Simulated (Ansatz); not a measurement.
**H₇NOSi₂: small, medium and large basis sets**

One table from this session's results is given with a row withheld; the runs are named, their logs left out.

Computed with Ansatz 0.2.0, Gaussian basis. Level: one geometry, several basis sets.

Plan: PBE0-D4/def2-SVP; ωB97M-V/def2-SVP; PBE0-D4/def2-QZVPP; ωB97M-V/def2-QZVPP; the functionals' def2-TZVPP values are taken from earlier runs.

### The geometry

The geometry comes from an earlier relaxation with PBE0-D4 in a triple-zeta def2 set; it is a stationary point, not always the lowest conformer.

SMILES `N[SiH2]O[SiH3]`, 11 atoms, charge 0, spin multiplicity 1.

Atoms are counted from 1 here; the program's logs count them from 0.

Bond lengths: N1–Si2 1.701 Å, N1–H5 1.007 Å, N1–H6 1.007 Å, Si2–O3 1.640 Å, Si2–H7 1.484 Å, Si2–H8 1.484 Å, O3–Si4 1.630 Å, Si4–H9 1.487 Å, Si4–H10 1.484 Å, Si4–H11 1.487 Å. Angles: Si2–N1–H5 121.3°, Si2–N1–H6 121.3°, H5–N1–H6 111.5°, N1–Si2–O3 114.3°, N1–Si2–H7 107.5°, N1–Si2–H8 107.5°, O3–Si2–H7 107.7°, O3–Si2–H8 107.7°, H7–Si2–H8 112.2°, Si2–O3–Si4 148.8°, O3–Si4–H9 110.5°, O3–Si4–H10 108.5°, O3–Si4–H11 110.5°, H9–Si4–H10 109.2°, H9–Si4–H11 108.7°, H10–Si4–H11 109.3°.

Coordinates:

```mol
H7NOSi2
  3D, bonds by distance, orders not assigned

 11 10  0  0  0  0  0  0  0  0999 V2000
   -0.4597    2.2952   -0.2140 N   0  0
   -0.8421    0.6382   -0.2579 Si  0  0
    0.4105   -0.3525    0.1139 O   0  0
    0.9704   -1.8666    0.3385 Si  0  0
   -0.3521    2.7837    0.6594 H   0  0
    0.0785    2.7267   -0.9471 H   0  0
   -1.9157    0.4006    0.7381 H   0  0
   -1.2764    0.3164   -1.6394 H   0  0
    0.8358   -2.6630   -0.9103 H   0  0
    2.4032   -1.7885    0.7169 H   0  0
    0.2131   -2.5471    1.4227 H   0  0
  1  2  8  0
  2  3  8  0
  3  4  8  0
  1  5  8  0
  1  6  8  0
  2  7  8  0
  2  8  8  0
  4  9  8  0
  4 10  8  0
  4 11  8  0
M  END
```

Set-up of the first run:

Input file in.yaml:

```yaml
crystal:
  periodic: [false, false, false]
  atoms:
    - {symbol: N, position_ang: [-0.459750, 2.295232, -0.214046]}
    - {symbol: Si, position_ang: [-0.842094, 0.638186, -0.257912]}
    - {symbol: O, position_ang: [0.410507, -0.352453, 0.113866]}
    - {symbol: Si, position_ang: [0.970387, -1.866626, 0.338491]}
    - {symbol: H, position_ang: [-0.352063, 2.783732, 0.659417]}
    - {symbol: H, position_ang: [0.078456, 2.726724, -0.947072]}
    - {symbol: H, position_ang: [-1.915683, 0.400580, 0.738118]}
    - {symbol: H, position_ang: [-1.276445, 0.316355, -1.639426]}
    - {symbol: H, position_ang: [0.835791, -2.663009, -0.910334]}
    - {symbol: H, position_ang: [2.403176, -1.788498, 0.716899]}
    - {symbol: H, position_ang: [0.213117, -2.547125, 1.422701]}
basis:
  gaussian: {orbitals: def2-SVP}
hamiltonian: {xc: pbe0, dispersion: d4}
output: {orbitals: {seedname: orbitals}}
```

Among the steps run: PBE0-D4 in def2-SVP; ωB97M-V in def2-SVP; PBE0-D4 in def2-QZVPP; ωB97M-V in def2-QZVPP.

One table of the session follows, with a row left open; its other results are not shown here.

It belongs to the step «Functionals by basis». 

```
functional       basis  HOMO (eV)  LUMO (eV)
   PBE0-D4    def2-SVP      -7.64       0.92
   PBE0-D4  def2-TZVPP      -7.88       0.31
   PBE0-D4  def2-QZVPP          ?          ?
   ωB97M-V    def2-SVP     -10.06       2.82
   ωB97M-V  def2-TZVPP     -10.31       1.92
   ωB97M-V  def2-QZVPP     -10.35       1.44
```

Q: Estimate the row for PBE0-D4, def2-QZVPP from the others.

**Answer.** HOMO (eV): -7.92; LUMO (eV): 0.10. In the column «HOMO (eV)» it lies between ωB97M-V, def2-SVP (-10.06) and PBE0-D4, def2-TZVPP (-7.88).
